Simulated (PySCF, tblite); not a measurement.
# C₉H₁₅F: infrared bands and NMR shifts

Aim: predict the infrared bands and NMR shifts of C₉H₁₅F (`C[C@@H]1C[C@H]2CC[C@]1(F)CC2`).

Computed with tblite 0.8.0 and PySCF 2.14.0, with density-fitted response routines of our own, on a single molecule in the gas phase. Atoms are numbered from 0 throughout.

## Step 1: The starting structure

25 atoms, charge 0, multiplicity 1; geometry from: GFN2-xTB.

Bonds of the start (Å): C0–C1 1.53, C1–C2 1.54, C2–C3 1.53, C3–C4 1.53, C4–C5 1.54, C5–C6 1.53, C6–F7 1.39, C6–C8 1.53, C8–C9 1.54, C6–C1 1.54, C9–C3 1.53, C0–H10 1.09, C0–H11 1.09, C0–H12 1.09, C1–H13 1.10, C2–H14 1.09, C2–H15 1.09, C3–H16 1.09, C4–H17 1.09, C4–H18 1.09, C5–H19 1.09, C5–H20 1.09, C8–H21 1.09, C8–H22 1.09, C9–H23 1.09, C9–H24 1.09.

## Step 2: Harmonic vibrations with GFN2-xTB

Job settings and geometry (Å):

```
{"job": {"kind": "ir", "xc": "GFN2-xTB", "basis": "xTB"}, "charge": 0, "multiplicity": 1}
C      2.506244    -0.301604     0.219649
C      1.172088     0.438467     0.244497
C      0.300195     0.021334     1.442470
C     -1.163366    -0.084926     1.008625
C     -1.562248     1.189071     0.260785
C     -0.790879     1.249567    -1.065461
C      0.332801     0.214480    -1.021672
F      1.132624     0.385573    -2.149771
C     -0.270329    -1.186842    -1.048785
C     -1.319898    -1.282949     0.068645
H      3.084420    -0.006504    -0.652535
H      3.076874    -0.059659     1.113607
H      2.359507    -1.378573     0.187558
H      1.391580     1.510177     0.298453
H      0.403093     0.745209     2.252208
H      0.630014    -0.947300     1.823387
H     -1.802107    -0.216529     1.887313
H     -2.637228     1.191993     0.074680
H     -1.332827     2.057879     0.880029
H     -1.440831     1.026608    -1.912740
H     -0.359915     2.237695    -1.231484
H      0.519446    -1.925769    -0.915579
H     -0.715840    -1.359481    -2.029703
H     -2.327497    -1.280548    -0.350437
H     -1.196857    -2.213223     0.625396
```

**Question.** This job is followed by: GIAO PBE0/pcSseg-1 NMR shielding, non-relativistic, gas phase. Predict these results of the whole session: strongest single infrared mode (GFN2-xTB); zero-point energy (GFN2-xTB); 13C shifts against TMS (PBE0/pcSseg-1); 1H shifts against TMS (PBE0/pcSseg-1, means over atoms taken as alike); 19F shifts against CFCl3 (PBE0/pcSseg-1).

The runs gave:

```
                                                              quantity                                                                             value
                             strongest single infrared mode (GFN2-xTB)                                                             2995 cm⁻¹, 133 km/mol
                                          zero-point energy (GFN2-xTB)                                                                    140.2 kcal/mol
                                13C shifts against TMS (PBE0/pcSseg-1)                          96.1, 39.4, 37.5, 35.8, 30.0, 29.9, 28.3, 27.9, 17.2 ppm
1H shifts against TMS (PBE0/pcSseg-1, means over atoms taken as alike)  2.01, 1.94, 1.84, 1.82, 1.75, 1.74, 1.72, 1.65, 1.63, 1.56, 1.35, 1.10, 1.05 ppm
                              19F shifts against CFCl3 (PBE0/pcSseg-1)                                                                        -197.5 ppm
```

**Reading.** No mode is imaginary among the 69: a minimum at this level. GFN2-xTB is a fitted tight-binding method: band positions and strengths are rough. Its intensities can rank the bands wrongly. At PBE0/pcSseg-1: The widest tensor belongs to C6: span 94 ppm, with a paramagnetic part of -151 ppm.
